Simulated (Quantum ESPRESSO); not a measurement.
Crystal: HPbNO4.

```
H Pb N O
1.0
     3.85404    0.14384    0.09012
    -0.25320    5.52698    0.16471
    -0.48197   -1.92720    5.72025
H Pb N O
1 1 1 4
Direct
  0.10913 0.65718 0.54463
  0.61029 0.52127 0.15100
  0.91580 0.96263 0.95867
  0.01384 0.13639 0.88084
  0.72398 0.01057 0.12858
  0.00389 0.73732 0.87043
  0.11927 0.59324 0.37651
```

The cell was built by a generator and needn't be a form met in nature.

Base run:

| Quantity | Value |
| --- | --- |
| Program | Quantum ESPRESSO 7.5 |
| Functional | PBE |
| Potentials or basis | PseudoDojo 0.4 FR PBE standard |
| Cutoff | 1143 eV |
| Density cutoff | 4572 eV |
| k mesh | 4 × 3 × 3 |
| Occupations | fermi-dirac, width 0.05 eV |
| Spin | spin-orbit coupling, no magnetisation |

Its results: band gap on the k mesh 3.14 eV, indirect (least direct gap 3.23 eV); pressure 0.0 GPa; largest force 0.148 eV/Å.

The run is repeated on the same cell with these changes: potentials or basis from PseudoDojo 0.4 FR PBE standard to PseudoDojo 0.4.1 SR PBE standard; spin from spin-orbit coupling, no magnetisation to no spin polarisation. What comes out?

Band gap on the k mesh 3.20 eV, indirect (least direct gap 3.29 eV); pressure 0.0 GPa; largest force 0.208 eV/Å.

Spin-orbit coupling splits the band edges, which narrows the gap.

Caveats: spin-orbit coupling is left out, which as a rule narrows the gap of such compounds by several tenths of an eV (some runs); the mesh misses the band edges, which the band path finds closer together (some runs).
